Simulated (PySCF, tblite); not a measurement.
# C₆H₁₄OSi₂: geometry, infrared bands and NMR shifts

Aim: predict the infrared bands and NMR shifts of C₆H₁₄OSi₂ (`CC1=C[Si@](C)(O[SiH3])CC1`).

Programs: tblite 0.8.0 and PySCF 2.14.0, with density-fitted response routines of our own. Each step states its level of theory. These are calculated values for one molecule in the gas phase, unless marked as measured. Atoms count from 0, in the outputs and in this text.

## 1. Starting geometry

23 atoms, charge 0, multiplicity 1; geometry from: force field or distance geometry start.

Bonds of the start (Å): C0–C1 1.51, C1–C2 1.31, C2–Si3 1.86, Si3–C4 1.84, Si3–O5 1.68, O5–Si6 1.73, Si3–C7 1.91, C7–C8 1.51, C8–C1 1.46, C0–H9 1.10, C0–H10 1.12, C0–H11 1.09, C2–H12 1.06, C4–H13 1.11, C4–H14 1.11, C4–H15 1.10, Si6–H16 1.48, Si6–H17 1.47, Si6–H18 1.47, C7–H19 1.09, C7–H20 1.10, C8–H21 1.12, C8–H22 1.13.

## 2. Optimising the geometry with GFN2-xTB

What the job is given:

```
{"job": {"kind": "relax", "xc": "GFN2-xTB", "basis": "xTB"}, "charge": 0, "multiplicity": 1}
C     -3.174200    -0.506400    -0.581400
C     -1.722400    -0.185800    -0.320400
C     -0.923800     0.216500    -1.282300
Si     0.749600     0.485600    -0.526700
C      0.984900     2.196800     0.098700
O      2.010100    -0.179100    -1.415300
Si     3.021200    -1.016700    -0.286200
C      0.352100    -0.657200     0.955600
C     -1.115800    -0.309900     1.002900
H     -3.446600    -0.206000    -1.599000
H     -3.781600     0.042700     0.183200
H     -3.293100    -1.575500    -0.377200
H     -1.162400     0.389000    -2.304700
H      0.002900     2.717400     0.066500
H      1.289500     2.161400     1.160400
H      1.677200     2.809800    -0.500900
H      2.987300    -0.305400     1.006800
H      2.570900    -2.399900    -0.045900
H      4.422900    -1.035200    -0.712000
H      0.528200    -1.708000     0.722200
H      0.896000    -0.302400     1.848000
H     -1.272300     0.574100     1.667100
H     -1.605300    -1.179000     1.523500
```

Launch:

```bash
> OMP_NUM_THREADS=1 python probes_run.py task.json out
```

This one command runs all jobs of the session in turn.

**Question.** This job is followed by: GFN2-xTB harmonic vibrations, gas phase; GIAO PBE0/pcSseg-1 NMR shielding, non-relativistic, gas phase. Predict these results of the whole session: strongest single infrared mode (GFN2-xTB); zero-point energy (GFN2-xTB); 13C shifts against TMS (PBE0/pcSseg-1); 1H shifts against TMS (PBE0/pcSseg-1, means over atoms taken as alike); 29Si shifts against TMS (PBE0/pcSseg-1); 17O shifts against H2O (PBE0/pcSseg-1); surface potential, 1st and 99th percentile.

**Answer**, as computed:

| quantity | value |
| --- | --- |
| strongest single infrared mode (GFN2-xTB) | 1092 cm⁻¹, 809 km/mol |
| zero-point energy (GFN2-xTB) | 112.9 kcal/mol |
| 13C shifts against TMS (PBE0/pcSseg-1) | 173.0, 131.5, 37.9, 26.4, 16.1, 0.4 ppm |
| 1H shifts against TMS (PBE0/pcSseg-1, means over atoms taken as alike) | 5.85, 5.18, 2.37, 2.14, 1.98, 0.88, 0.87, 0.23 ppm |
| 29Si shifts against TMS (PBE0/pcSseg-1) | 21.6, -47.0 ppm |
| 17O shifts against H2O (PBE0/pcSseg-1) | 36.2 ppm |
| surface potential, 1st and 99th percentile | -0.77 V and 0.88 V |

What this shows: Relaxing lowered the energy by 1.428 eV in 102 steps; the close pair that moved most is O5–Si6, from 1.732 to 1.615 Å. The lowest mode is slightly imaginary (12i cm⁻¹), a soft motion within the noise of the Hessian, so the minimum is not strictly shown. The strongest single mode, at 1092 cm⁻¹, moves mainly O5. GFN2-xTB is a fitted tight-binding method: band positions and strengths are rough. Its intensities can rank the bands wrongly. The most deshielded hydrogen is H12 (hydrogen on an alkene CH), at 5.85 ppm: olefinic region. At PBE0/pcSseg-1: The widest tensor belongs to C1: span 257 ppm, with a paramagnetic part of -250 ppm.
